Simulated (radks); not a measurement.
# As⁵⁺ in [Ar] 3d10: an all-electron calculation

An exercise on one series of results from a longer session: the logs are not shown, and one member is left open.

Method: scalar-relativistic Kohn-Sham, exchange-only LDA, spin-polarised, spherical densities, finite nucleus. Code: radks (a radial shooting solver on a logarithmic mesh, Libxc functionals) version 1.

### The atom as given

* element: arsenic (Z = 33)
* charge: +5
* electrons: 28
* configuration: [Ar] 3d10
* nuclear rms radius: 4.0968 fm

The outer shells:

As⁵⁺
```
[Ar] core
3d [↑↓][↑↓][↑↓][↑↓][↑↓]
```

Set-up of the first run:

Input:

```text
Z 33
configuration [Ar] 3d10 4s0 4p0
relativity scalar-relativistic
functional lda,
spin polarised
nucleus finite rms 4.0968 fm
c 137.035999084
```

Among the steps run: Self-consistent calculation.

One table of the session follows, with a row left open; its other results are not shown here.

It belongs to the step «Orbitals and density». Radial moments (bohr):

| level | <r> | outermost maximum (interpolated) | 90 % within | nodes |
| --- | --- | --- | --- | --- |
| 1s | 0.04556 | 0.0298 | 0.0814 | 0 |
| 2s | ? | ? | ? | ? |
| 2p | 0.1773 | 0.136 | 0.290 | 0 |
| 3s | 0.5986 | 0.522 | 0.894 | 2 |
| 3p | 0.6159 | 0.521 | 0.944 | 1 |
| 3d | 0.6621 | 0.474 | 1.10 | 0 |
| 4s | 1.609 | 1.45 | 2.33 | 3 |
| 4p | 1.794 | 1.61 | 2.61 | 2 |

Q: Estimate the row for 2s from the others.

**Answer.** <r>: 0.2031; outermost maximum (interpolated): 0.170; 90 % within: 0.314; nodes: 1. In the column «<r>» it lies between 2p (0.1773) and 3s (0.5986).
